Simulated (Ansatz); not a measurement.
# Nb: the cost of one run

Computed with Ansatz 0.2.0, driven from Python. Level of theory: DFT r2SCAN, plane waves, PAW.

This is Nb in the diamond structure; at room conditions it is bcc.

### Step 1. The structure

Nb Fd-3m: It takes space group Fd-3m (No. 227, cubic). The conventional cell has a = 5.770 Å, b = 5.770 Å, c = 5.770 Å, α = 90.00°, β = 90.00°, γ = 90.00°. Around Nb (site symmetry -43m) lie 4 Nb at 2.50 Å.

Nb Fm-3m: Symmetry: Fm-3m, No. 225, cubic system. Conventional cell: a = 4.190 Å, b = 4.190 Å, c = 4.190 Å, α = 90.00°, β = 90.00°, γ = 90.00°. Nb (site symmetry m-3m) is surrounded by 12 Nb at 2.96 Å.

The script holds or builds the structure itself.

### Step 2. The code

nb.py reads:

```python
# -*- coding: utf-8 -*-
'''Pressure at which two phases of Nb cross.'''

import warnings

import ansatz as az
import numpy as np
from tabulate import tabulate


def diamond(a_site, a):
    return (
        az.Lattice.fcc(a)
        .space_group(227, origin_choice=1)
        .atom(a_site, (0, 0, 0))
        .primitive()
    )


def fcc(a_site, a):
    return (
        az.Lattice.fcc(a)
        .space_group(225)
        .atom(a_site, (0, 0, 0))
        .primitive()
    )


def compute(name, crystal, pressure=0.0):
    calc = crystal.calculation()
    calc = calc.basis(28 * az.Ha)
    calc = calc.scf(tolerance=1e-08)
    calc = calc.functional(az.Functional.R2SCAN)
    calc = calc.eigensolver('davidson', mixed_precision=False).kpoints(spacing=0.39)
    calc = calc.occupations('cold', width=0.05)
    calc = calc.relax(force_tolerance=0.03, cell=True, pressure=pressure)
    return calc.run(threads=1)


def volume_per_atom(outcome):
    return abs(np.linalg.det(outcome.lattice.cell_ang)) / len(outcome.lattice.sites)


def main():
    warnings.simplefilter('ignore', az.DeckWarning)

    phases = {}
    phases['diamond'] = diamond('Nb', 5.77)
    phases['fcc'] = fcc('Nb', 4.19)

    # H = E + PV, with 1 eV per cubic angstrom equal to 160.2 GPa
    pressures = [0, 20, 40, 60]
    enthalpy, volume = {name: [] for name in phases}, {name: [] for name in phases}
    for p in pressures:
        for name, crystal in phases.items():
            o = compute(name, crystal, pressure=p)
            volume[name].append(volume_per_atom(o))
            enthalpy[name].append(o.report['energy_sigma0_ev'] / len(o.lattice.sites) + p * volume[name][-1] / 160.21766)
    gap = np.array(enthalpy['fcc']) - np.array(enthalpy['diamond'])
    rows = [(p, va, vb, 1000 * d) for p, va, vb, d in zip(pressures, volume['diamond'], volume['fcc'], gap)]
    print(tabulate(rows, headers=['P (GPa)', 'V diamond (A^3/atom)', 'V fcc (A^3/atom)', 'H(fcc) - H(diamond) (meV/atom)'], floatfmt='.4f', tablefmt='rst'))
    crossings = [p0 - g0 * (p1 - p0) / (g1 - g0) for p0, p1, g0, g1 in zip(pressures, pressures[1:], gap, gap[1:]) if g0 * g1 < 0]
    print('crossing near', [round(float(p), 1) for p in crossings], 'GPa') if crossings else print('no crossing in this range')


if __name__ == '__main__':
    main()
```

### Step 3. The input behind the calls

The package turns the script's settings into the engine's input (first run):

```yaml
crystal:
  lattice:
    bravais: fcc
    a: 5.77
  space_group: 227
  setting:
    origin_choice: 1
  atoms:
    - { symbol: Nb, position: [0.0, 0.0, 0.0] }
  reduce_to_primitive: true
basis:
  ecutwfc: 761.918814887664
kpoints:
  mp_grid:
    kspacing: 0.39
hamiltonian:
  xc: r2scan
scf:
  convergence:
    dr2_threshold: 1.0e-08
  occupations:
    method: cold
    width: 0.05
  eigensolver:
    kind: davidson
    mixed_precision: false
relax:
  f_tol: 0.03
  cell:
    p_target: 0.0
```

### Step 4. Running it

Launch:

```bash
$ python nb.py
```

What time and memory should one allow on 1 thread of Arm Neoverse V2, shared host?

About 81 s, with a peak of 0.68 GiB.
